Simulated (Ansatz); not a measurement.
# CH3F3O2W: the cost of one run

Computed with Ansatz 0.2.0, Gaussian basis. Level: the settings change from run to run.

## (1) The relaxed structure

The geometry comes from an earlier relaxation with PBE0-D4 in a triple-zeta def2 set; it is a stationary point, not always the lowest conformer. W takes a core potential in def2 sets; no spin-orbit term is included.

SMILES `C[O][W](=[O])([F])([F])[F]`, 10 atoms, charge 0, spin multiplicity 1.

Atoms are counted from 1 here; the program's logs count them from 0.

Bond lengths: C1–O2 1.402 Å, C1–H8 1.091 Å, C1–H9 1.094 Å, C1–H10 1.093 Å, O2–W3 1.840 Å, W3–O4 1.679 Å, W3–F5 1.862 Å, W3–F6 1.860 Å, W3–F7 1.872 Å. Angles: O2–C1–H8 108.7°, O2–C1–H9 109.4°, O2–C1–H10 110.0°, H8–C1–H9 109.6°, H8–C1–H10 109.4°, H9–C1–H10 109.6°, C1–O2–W3 143.3°, O2–W3–O4 103.5°, O2–W3–F5 90.1°, O2–W3–F6 151.5°, O2–W3–F7 86.2°, O4–W3–F5 106.0°, O4–W3–F6 104.9°, O4–W3–F7 106.8°, F5–W3–F6 84.9°, F5–W3–F7 147.0°, F6–W3–F7 82.9°.

As a file:

```
atom    x (Å)    y (Å)    z (Å)
  C1   0.5354  -1.6476  -0.2661
  O2  -0.3666  -0.5749  -0.2234
  W3  -0.5106   1.2158   0.1762
  O4  -2.1146   1.3855   0.6417
  F5  -0.4554   1.6286  -1.6387
  F6   0.2361   2.9032   0.4127
  F7   0.4623   0.8215   1.7261
  H8  -0.0305  -2.5801  -0.2609
  H9   1.1883  -1.6095   0.6109
 H10   1.1387  -1.5936  -1.1758
```

## (2) PBE0-DH/x2c-TZVPPall

Set apart from the defaults: unrestricted orbitals.

The input, in.yaml:

```yaml
crystal:
  periodic: [false, false, false]
  atoms:
    - {symbol: C, position_ang: [0.535370, -1.647639, -0.266129]}
    - {symbol: O, position_ang: [-0.366581, -0.574886, -0.223400]}
    - {symbol: W, position_ang: [-0.510591, 1.215843, 0.176238]}
    - {symbol: O, position_ang: [-2.114556, 1.385463, 0.641654]}
    - {symbol: F, position_ang: [-0.455378, 1.628615, -1.638686]}
    - {symbol: F, position_ang: [0.236050, 2.903239, 0.412720]}
    - {symbol: F, position_ang: [0.462282, 0.821548, 1.726145]}
    - {symbol: H, position_ang: [-0.030532, -2.580131, -0.260852]}
    - {symbol: H, position_ang: [1.188267, -1.609517, 0.610890]}
    - {symbol: H, position_ang: [1.138668, -1.593632, -1.175778]}
basis:
  gaussian: {orbitals: x2c-TZVPPall}
magnetization: {spin_polarized: true, initial_magnetization: 0}
hamiltonian: {xc: {name: PBE0-DH}}
output: {forces: true}
```

Command:

```console
ansatz run in.yaml --threads 4 --pin off --events-out ev --progress --plain --max-ram 11315MiB
```

Q: Estimate wall time and peak memory on 4 threads of Arm Neoverse V1, shared host.

About 2.3 min, with a peak of 2.7 GiB.
